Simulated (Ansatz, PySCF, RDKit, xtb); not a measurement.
# Solving SiN2H6Cl+, step by step

Given the formula SiN2H6Cl+ (charge +1) and nothing else, which arrangement of the atoms is the most stable in the gas at 298.15 K, and what are its properties?

The funnel: GFN2-xTB relaxations, single points with a density functional, relaxations at B3LYP-D3(BJ)/def2-SVP, harmonic vibrations, and a last energy at a higher level. All values are calculated.

7 further runs of the same task are left out: 7 set aside as unsound or not needed.

## Step 1: Possible bonding patterns

A program enumerates the bonding patterns with one Lewis structure each (two rings at most, one unusual centre or charged pair), with their diastereomers. O–O, O–halogen and N–halogen bonds and N–N–N chains are not drawn. That gives 5 candidates.

```
label                 SMILES     spin
 c106  [NH3+][Si-]([NH3+])Cl  singlet
 c223      N[Si@H]([NH3+])Cl  singlet
 c234        [NH3+]N[SiH2]Cl  singlet
 c463   [NH3+][NH2+][SiH-]Cl  singlet
 c804        N[NH2+][SiH2]Cl  singlet
```

Candidates are built by distance geometry, with a force field where one applies, in up to four conformers (letters a to d). 2 starts with atoms placed at random are added, to find patterns that the rules miss.

**Question.** With final energies at CCSD(T)/def2-SVP + MP2/def2-TZVPP - MP2/def2-SVP, which structure will this search put lowest in free energy, and by what margin?

| quantity | value |
| --- | --- |
| lowest structure found | N[Si@H]([NH3+])Cl, singlet, C1 |
| next finalist | [NH3][Si]([NH3])[Cl] ‡, singlet, 24.1 kcal/mol higher in G |
| share at equilibrium, among the finalists | 100.0 % |
| harmonic wavenumbers, lowest and highest (B3LYP-D3(BJ)/def2-SVP) | 110 and 3646 cm⁻¹ |
| rotational constants, same geometry | 0.1828, 0.1097, 0.07811 cm⁻¹ |
| HOMO energy (PBE0/def2-TZVPD) | -13.04 eV |
| LUMO energy (PBE0/def2-TZVPD) | -4.91 eV |
| HOMO–LUMO gap (PBE0/def2-TZVPD) | 8.14 eV |
| lowest excitation (TD-PBE0/def2-SVPD) | 7.27 eV (f = 0.037) |
| strongest of the states computed, same level | 8.51 eV (f = 0.059) |
| lowest triplet excitation, same level, Tamm-Dancoff | 6.67 eV |
| vertical ionisation energy | 15.31 eV |
| vertical recombination energy (electron added) | 3.53 eV |
| vertical triplet less singlet | +6.81 eV |

The search ends on `N[Si@H]([NH3+])Cl`. Among the finalists first place is clear (24.1 kcal/mol); structures outside the list aren't covered. GFN2-xTB, r2SCAN-D4/def2-SVP, B3LYP-D3(BJ)/def2-SVP, HF/def2-SVP and MP2/def2-SVP already put its bonding pattern lowest among the structures in one piece; HF/STO-3G favours the singlet [NH3][Si]([NH3])[Cl] ‡. The search is not exhaustive (a finite list of starts, one conformer a finalist), so a lower isomer can't be ruled out. Patterns outside the rules of the enumeration were met only by chance.

‡ marks the bonded skeleton alone, with all bonds drawn single: no Lewis structure was assigned that passes a check against the bond lengths.
